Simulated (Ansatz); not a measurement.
# TaPdTe5: the cost of one run

Method: DFT r²SCAN, scalar-relativistic, plane waves, PAW (the target; the first runs use scalar-relativistic PBE), in Ansatz 0.2.0.

The runs add the D3(BJ) dispersion term to the functional named.

## (1) The structure to begin with

Symmetry: Cmcm, No. 63, orthorhombic system. The conventional cell has a = 3.693 Å, b = 13.274 Å, c = 15.602 Å, α = 90.00°, β = 90.00°, γ = 90.00°. Ta (site symmetry m2m) is surrounded by 8 Te at 2.73 to 2.93 Å. Te (site symmetry m2m) is surrounded by 2 Ta at 2.73 Å. Around Te (site symmetry m) lie 2 Pd at 2.62 Å and 1 Ta at 2.93 Å. Around Te (site symmetry m) lie 1 Pd at 2.65 Å and 2 Ta at 2.82 Å. Around Pd (site symmetry 2/m) lie 6 Te at 2.62 to 2.65 Å.

As a file:

```cif
data_structure
_symmetry_space_group_name_H-M 'P 1'
_symmetry_Int_Tables_number 1
_cell_length_a 6.8891
_cell_length_b 6.8891
_cell_length_c 15.6020
_cell_angle_alpha 90.000
_cell_angle_beta 90.000
_cell_angle_gamma 148.902
_cell_volume 382.45
loop_
_atom_site_label
_atom_site_type_symbol
_atom_site_fract_x
_atom_site_fract_y
_atom_site_fract_z
_atom_site_occupancy
Ta1 Ta 0.50758 0.49242 0.25000 1
Ta2 Ta 0.49242 0.50758 0.75000 1
Te1 Te 0.15931 0.84069 0.25000 1
Te2 Te 0.84069 0.15931 0.75000 1
Te3 Te 0.39682 0.60318 0.58100 1
Te4 Te 0.60318 0.39682 0.41900 1
Te5 Te 0.90180 0.09820 0.35244 1
Te6 Te 0.09820 0.90180 0.64756 1
Te7 Te 0.09820 0.90180 0.85244 1
Te8 Te 0.90180 0.09820 0.14756 1
Te9 Te 0.39682 0.60318 0.91900 1
Te10 Te 0.60318 0.39682 0.08100 1
Pd1 Pd 0.00000 0.00000 0.50000 1
Pd2 Pd 0.00000 0.00000 0.00000 1
```

## (2) Relaxing cell and atoms (PBE, 6×6×2 mesh)

Contents of input.yaml:

```yaml
crystal:
  lattice:
    - [1.8467, -6.637, 0.0]
    - [1.8467, 6.637, 0.0]
    - [0.0, 0.0, 15.602]
  atoms:
    - { symbol: Ta, position: [0.50757721, 0.49242279, 0.25] }
    - { symbol: Ta, position: [0.49242279, 0.50757721, 0.75] }
    - { symbol: Te, position: [0.15931461, 0.8406854, 0.25] }
    - { symbol: Te, position: [0.8406854, 0.15931461, 0.75] }
    - { symbol: Te, position: [0.39681811, 0.60318189, 0.58100439] }
    - { symbol: Te, position: [0.60318189, 0.39681811, 0.41899561] }
    - { symbol: Te, position: [0.9018014, 0.0981986, 0.35244416] }
    - { symbol: Te, position: [0.0981986, 0.9018014, 0.64755584] }
    - { symbol: Te, position: [0.0981986, 0.9018014, 0.85244416] }
    - { symbol: Te, position: [0.9018014, 0.0981986, 0.14755584] }
    - { symbol: Te, position: [0.39681811, 0.60318189, 0.91899561] }
    - { symbol: Te, position: [0.60318189, 0.39681811, 0.08100439] }
    - { symbol: Pd, position: [0.0, 0.0, 0.5] }
    - { symbol: Pd, position: [0.0, 0.0, 0.0] }
basis:
  ecutwfc: 420
  ecutrho_ratio: 4
kpoints:
  mp_grid: { grid: [6, 6, 2] }
hamiltonian:
  xc: pbe
  dispersion: d3bj
scf:
  occupations: { method: gaussian, width: 0.05 }
output:
  forces: true
  stress: true
  eigenvalues: true
relax:
  f_tol: 0.03
  max_steps: 60
  cell: { stress_tol: 0.3 }
```

Run with:

```console
$ ansatz run input.yaml --threads 8 --pin off --max-ram 22528MiB --backend cpu --events-out ev --progress --plain --runs-dir out
```

What time and memory should one allow on 8 threads of Arm Neoverse V1, shared host?

About 1.8 min, with a peak of 2.7 GiB.
